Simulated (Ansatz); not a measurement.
Working through a ladder of methods at one geometry of Cl2H2S2Sn, SMILES [SH][Sn]([SH])([Cl])[Cl]

Computed with Ansatz's Python interface.

Run as a notebook:

```python
from pathlib import Path

import ansatz as az
import numpy as np
```

```python
GEOMETRY = '''
S    -1.61680    0.77480    1.48040
Sn   -0.00760    0.01150   -0.08930
S     1.50620   -1.44390    1.04720
Cl   -0.99080   -1.16370   -1.82590
Cl    1.17450    1.83450   -1.01280
H    -2.30850    1.58710    0.46640
H     2.30420   -1.66830   -0.11170
'''

mol = az.Crystal.molecule()
for line in GEOMETRY.strip().splitlines():
    symbol, *xyz = line.split()
    mol = mol.atom(symbol, [float(v) for v in xyz])
```

```python
calculation = mol.calculation().basis(gaussian='def2-SVP')
```

```python
print('functional    E (Ha)        dipole (D)   HOMO (eV)  LUMO (eV)')
for name in ['lc_wpbe', 'blyp', 'lda', 'r2scan']:
    data = calculation.functional(name).forces().orbitals().run(threads=1, pin='off', runs_dir='runs').report
    lines = Path(data['orbitals_path']).read_text().splitlines()
    field_of = lambda key: [line.split('=')[1].strip() for line in lines if line.startswith(key)]
    orbitals = [(27.211386 * float(e), s, float(n)) for e, s, n in zip(field_of('Ene='), field_of('Spin='), field_of('Occup='))]
    homo = max(e for e, _, n in orbitals if n > 0.5)
    lumo = min(e for e, _, n in orbitals if n < 0.5)
    dipole = 4.803205 * np.linalg.norm(data['charge_distribution']['dipole_moment_e_ang'])
    print(f'{name:10s} {data["free_energy_ev"] / 27.211386246:14.6f} {dipole:9.3f} {homo:11.3f} {lumo:10.3f}')
```

    functional    E (Ha)        dipole (D)   HOMO (eV)  LUMO (eV)
    lc_wpbe      -1931.421377     0.273     -10.795     -0.472
    blyp         -1931.800586     0.335      -6.357     -3.199
    lda          -1925.812033     0.249      -6.672     -3.586
    r2scan       -1931.856898     0.265      -7.019     -3.344

Reading the output:
- Total energies depend on the basis set; only differences at equal settings carry meaning.
- The geometry is a force-field or estimated start, not a minimum of this method, and the basis set is short of its limit. A lower total doesn't mark the better method: functionals have no common bound, and MP2 and coupled cluster aren't variational.
- def2 sets replace the cores of elements past krypton by effective core potentials.
- Levels such as HOMO and LUMO are orbital energies: with these approximate functionals they aren't the ionisation energy and electron affinity, and their gap isn't the fundamental gap.
- Hardware and time: 22 s on 1 thread of Arm Neoverse V1 (shared host), peak memory 0.28 GiB.
